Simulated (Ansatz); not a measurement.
# SnSe2: properties at the relaxed cell

The task here is to estimate one member of a computed series from the others.

Method: DFT PBE, scalar-relativistic, plane waves, PAW, in Ansatz 0.2.0.

### The starting structure

It takes space group P-3m1 (No. 164, trigonal). The conventional cell has a = 3.872 Å, b = 3.872 Å, c = 6.988 Å, α = 90.00°, β = 90.00°, γ = 120.00°. Sn (site symmetry -3m) has 6 Se at 2.75 Å as nearest neighbours. Around Se (site symmetry 3m) lie 3 Sn at 2.75 Å.

Structure file:

```cif
data_structure
_symmetry_space_group_name_H-M 'P 1'
_symmetry_Int_Tables_number 1
_cell_length_a 3.8718
_cell_length_b 3.8718
_cell_length_c 6.9879
_cell_angle_alpha 90.000
_cell_angle_beta 90.000
_cell_angle_gamma 120.000
_cell_volume 90.72
loop_
_atom_site_label
_atom_site_type_symbol
_atom_site_fract_x
_atom_site_fract_y
_atom_site_fract_z
_atom_site_occupancy
Sn1 Sn 0.00000 0.00000 0.00000 1
Se1 Se 0.33333 0.66667 0.22815 1
Se2 Se 0.66667 0.33333 0.77185 1
```

It is the result of an earlier relaxation at this level (volume 30.24 Å³/atom; gap on the mesh: 0.70 eV).

Set-up of the first run:

input.yaml reads:

```yaml
crystal:
  lattice:
    - [3.8326545906, 0.0, 0.0]
    - [-1.9163272953, 3.3191762393, 0.0]
    - [0.0, 0.0, 6.9172766843]
  atoms:
    - { symbol: Sn, position: [0.0, 0.0, 0.0] }
    - { symbol: Se, position: [0.3333333333, 0.6666666667, 0.2281519245] }
    - { symbol: Se, position: [0.6666666667, 0.3333333333, 0.7718480755] }
basis:
  ecutwfc: 420
kpoints:
  mp_grid: { grid: [12, 12, 4] }
hamiltonian:
  xc: pbe
scf:
  occupations: { method: gaussian, width: 0.02 }
output:
  forces: true
  stress: true
  eigenvalues: true
relax:
  adjacent_minimum: "off"
  f_tol: 0.01
  max_steps: 30
  cell: { stress_tol: 0.1, fix: [volume] }
```

Launch:

```
> ansatz run input.yaml --threads 1 --pin off --max-ram 2560MiB --backend cpu --events-out ev --progress --plain --runs-dir out
```

Steps of the session up to this table: Volume × 0.97; The cell scaled to 1.03 of its volume; Point at V/V0 = 0.94; Volume × 1.06.

One of the session's tables, all rows but one given; the rest of the session is left out.

It belongs to the step «Energy against volume». 

| volume (Å³/atom) | energy above the lowest point (meV/atom) | pressure (GPa) | gap on the mesh (eV) |
| --- | --- | --- | --- |
| 28.425 | 1.7 | 0.40 | 0.68 |
| 29.332 | 0.4 | 0.17 | 0.68 |
| 30.239 | 0.0 | 0.01 | 0.70 |
| 31.147 | ? | ? | ? |
| 32.054 | 0.5 | -0.09 | 0.73 |

Estimate the missing values for volume (Å³/atom) = 31.147.

Worked estimate for «energy above the lowest point (meV/atom)». A straight line through the neighbours (30.239, 0.0) and (32.054, 0.5) gives 0.0 + (0.5 − 0.0) × (31.147 − 30.239) / (32.054 − 30.239) = 0.3; a parabola fitted to 3 rows on both sides gives 0.0.

**Answer.** energy above the lowest point (meV/atom): 0.1; pressure (GPa): -0.06; gap on the mesh (eV): 0.71. In «energy above the lowest point (meV/atom)» the line misses by +0.2 and the parabola by -0.1.

Caveats from the session: Layers here are held mostly by dispersion, which this level lacks, so their spacing and the stiffness across them are unreliable there.
